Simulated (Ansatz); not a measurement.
# C2H8SSi2: how energies converge with the basis set

One table from this session's results is given with a row withheld; the runs are named, their logs left out.

Program: Ansatz 0.2.0, Gaussian basis. Level of theory: one geometry, several basis sets. These are calculated values, not measurements.

The runs, in order: PBE0-D4/def2-SVP; ωB97M-V/def2-SVP; PBE0-D4/def2-QZVPP; ωB97M-V/def2-QZVPP; the functionals' def2-TZVPP values are taken from earlier runs.

## The geometry

An earlier PBE0-D4 in a triple-zeta def2 set relaxation fixed the geometry.

SMILES `[SiH3]C[SiH2]C=S`, 13 atoms, charge 0, spin multiplicity 1.

Atoms are counted from 1 here; the program's logs count them from 0.

Bond lengths: Si1–C2 1.874 Å, Si1–H6 1.487 Å, Si1–H7 1.486 Å, Si1–H8 1.488 Å, C2–Si3 1.859 Å, C2–H9 1.095 Å, C2–H10 1.094 Å, Si3–C4 1.885 Å, Si3–H11 1.491 Å, Si3–H12 1.491 Å, C4–S5 1.611 Å, C4–H13 1.095 Å. Angles: C2–Si1–H6 111.0°, C2–Si1–H7 111.0°, C2–Si1–H8 109.3°, H6–Si1–H7 108.7°, H6–Si1–H8 108.6°, H7–Si1–H8 108.2°, Si1–C2–Si3 113.8°, Si1–C2–H9 109.1°, Si1–C2–H10 108.8°, Si3–C2–H9 107.6°, Si3–C2–H10 109.5°, H9–C2–H10 107.9°, C2–Si3–C4 110.5°, C2–Si3–H11 112.1°, C2–Si3–H12 112.8°, C4–Si3–H11 107.3°, C4–Si3–H12 106.5°, H11–Si3–H12 107.4° and more.

Set-up of the first run:

in.yaml reads:

```yaml
crystal:
  periodic: [false, false, false]
  atoms:
    - {symbol: Si, position_ang: [-1.378739, 0.854412, 1.032710]}
    - {symbol: C, position_ang: [0.380563, 0.209104, 0.987091]}
    - {symbol: Si, position_ang: [0.669626, -1.092352, -0.308241]}
    - {symbol: C, position_ang: [0.885736, -0.299563, -2.005232]}
    - {symbol: S, position_ang: [0.996131, 1.288657, -2.254344]}
    - {symbol: H, position_ang: [-1.471957, 2.090955, 1.853549]}
    - {symbol: H, position_ang: [-1.871175, 1.152856, -0.337510]}
    - {symbol: H, position_ang: [-2.267127, -0.179018, 1.629979]}
    - {symbol: H, position_ang: [1.061337, 1.041121, 0.779064]}
    - {symbol: H, position_ang: [0.634052, -0.193712, 1.972636]}
    - {symbol: H, position_ang: [-0.470473, -2.047672, -0.407831]}
    - {symbol: H, position_ang: [1.901489, -1.893142, -0.056091]}
    - {symbol: H, position_ang: [0.950839, -0.966446, -2.871080]}
basis:
  gaussian: {orbitals: def2-SVP}
hamiltonian: {xc: pbe0, dispersion: d4}
output: {orbitals: {seedname: orbitals}}
```

Among the steps run: PBE0-D4 in def2-SVP; ωB97M-V in def2-SVP; PBE0-D4 in def2-QZVPP; ωB97M-V in def2-QZVPP.

One of the session's tables, all rows but one given; the rest of the session is left out.

It belongs to the step «Functionals by basis». 

```
functional       basis  HOMO (eV)  LUMO (eV)
   PBE0-D4    def2-SVP      -6.38      -2.62
   PBE0-D4  def2-TZVPP      -6.49      -2.76
   PBE0-D4  def2-QZVPP      -6.51      -2.79
   ωB97M-V    def2-SVP          ?          ?
   ωB97M-V  def2-TZVPP      -8.67      -0.59
   ωB97M-V  def2-QZVPP      -8.70      -0.65
```

Q: Estimate the row for ωB97M-V, def2-SVP from the others.

**Answer.** HOMO (eV): -8.53; LUMO (eV): -0.36. In the column «HOMO (eV)» it lies between ωB97M-V, def2-TZVPP (-8.67) and PBE0-D4, def2-QZVPP (-6.51).
